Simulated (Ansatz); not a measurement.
# CH6AlN3O: a ladder of functionals and wavefunction methods

An exercise on one series of results from a longer session: the logs are not shown, and one member is left open.

Program: Ansatz 0.2.0, Gaussian basis. Level of theory: functionals in def2-TZVPP, the program's frozen cores in correlated methods. These are calculated values, not measurements.

The runs, in order: LDA (SPW92), PBE-D4, revPBE-D4, BLYP-D4, r2SCAN-D4, B97M-V, PBE0-D4, B3LYP-D4, r2SCANh-D4, r2SCAN0-D4, HSE06-D4, BHLYP-D4, CAM-B3LYP-D4, LC-ωPBE, ωB97X-V, ωB97M-V, B2PLYP, PBE-QIDH; CCSD(T)/def2-SVP; CCSD(T)/def2-TZVPP; MP2/def2-QZVPP; extrapolation to the limit; RPA on PBE.

## The relaxed structure

All runs share one geometry, relaxed beforehand with PBE0-D4 in a triple-zeta def2 set.

SMILES `N=[C](O)[Al]([NH2])[NH2]`, 12 atoms, charge 0, spin multiplicity 1.

Atoms are counted from 1 here; the program's logs count them from 0.

Bond lengths: N1–C2 1.268 Å, N1–H7 1.027 Å, C2–O3 1.360 Å, C2–Al4 1.981 Å, O3–H8 0.969 Å, Al4–N5 1.759 Å, Al4–N6 1.764 Å, N5–H9 1.007 Å, N5–H10 1.005 Å, N6–H11 1.006 Å, N6–H12 1.007 Å. Angles: C2–N1–H7 113.6°, N1–C2–O3 125.5°, N1–C2–Al4 116.7°, O3–C2–Al4 117.8°, C2–O3–H8 109.5°, C2–Al4–N5 116.3°, C2–Al4–N6 119.2°, N5–Al4–N6 124.5°, Al4–N5–H9 120.8°, Al4–N5–H10 128.1°, H9–N5–H10 111.1°, Al4–N6–H11 127.0°, Al4–N6–H12 122.7°, H11–N6–H12 110.3°.

Set-up of the first run:

in.yaml

```yaml
crystal:
  periodic: [false, false, false]
  atoms:
    - {symbol: N, position_ang: [-0.307170, -2.143396, 0.122798]}
    - {symbol: C, position_ang: [0.431755, -1.183681, -0.253377]}
    - {symbol: O, position_ang: [1.623398, -1.308597, -0.897435]}
    - {symbol: Al, position_ang: [-0.218377, 0.646509, 0.138360]}
    - {symbol: N, position_ang: [-1.769978, 0.762629, 0.958871]}
    - {symbol: N, position_ang: [0.764975, 2.029943, -0.342195]}
    - {symbol: H, position_ang: [0.074157, -3.069909, -0.103111]}
    - {symbol: H, position_ang: [1.824710, -2.247856, -1.026416]}
    - {symbol: H, position_ang: [-2.283943, -0.066607, 1.210299]}
    - {symbol: H, position_ang: [-2.262823, 1.592080, 1.240258]}
    - {symbol: H, position_ang: [0.550709, 3.002700, -0.201516]}
    - {symbol: H, position_ang: [1.649688, 1.930887, -0.812735]}
basis:
  gaussian: {orbitals: def2-TZVPP}
hamiltonian: {xc: lda}
output: {orbitals: {seedname: orbitals}}
```

Among the steps run: LDA; PBE-D4 (GGA); revPBE-D4 (GGA); BLYP-D4 (GGA); r2SCAN-D4 (meta-GGA); B97M-V (meta-GGA); PBE0-D4 (hybrid); B3LYP-D4 (hybrid); r2SCANh-D4 (hybrid); r2SCAN0-D4 (hybrid); HSE06-D4 (hybrid); BHLYP-D4 (hybrid); CAM-B3LYP-D4 (range-separated); LC-ωPBE (range-separated); ωB97X-V (range-separated); ωB97M-V (range-separated); B2PLYP (double hybrid); PBE-QIDH (double hybrid).

One table of the session follows, with a row left open; its other results are not shown here.

It belongs to the step «Orbital energies across the functionals». 

```
  functional  HOMO (eV)  gap (eV)
 LDA (SPW92)      -5.70      4.25
      PBE-D4      -5.53      4.33
   revPBE-D4      -5.46      4.37
     BLYP-D4      -5.41      4.33
   r2SCAN-D4      -5.82      4.82
      B97M-V      -5.87      4.89
     PBE0-D4      -6.93      6.65
    B3LYP-D4      -6.69      6.18
  r2SCANh-D4      -6.35      5.68
  r2SCAN0-D4      -7.15      6.98
    HSE06-D4      -6.53      5.87
    BHLYP-D4          ?         ?
CAM-B3LYP-D4      -8.38      9.18
     LC-ωPBE      -9.82     11.77
     ωB97X-V      -9.42     11.26
     ωB97M-V      -9.32     10.99
```

Estimate the missing values for BHLYP-D4.

Worked estimate for «HOMO (eV)». Against the share of exact exchange, BLYP-D4 (0, -5.41), B3LYP-D4 (0.2, -6.69) give a slope of -6.40 per unit share; at 0.5 the line stands at -8.61.

As computed: HOMO (eV): -8.26; gap (eV): 8.94. In «HOMO (eV)» the line misses by -0.35.
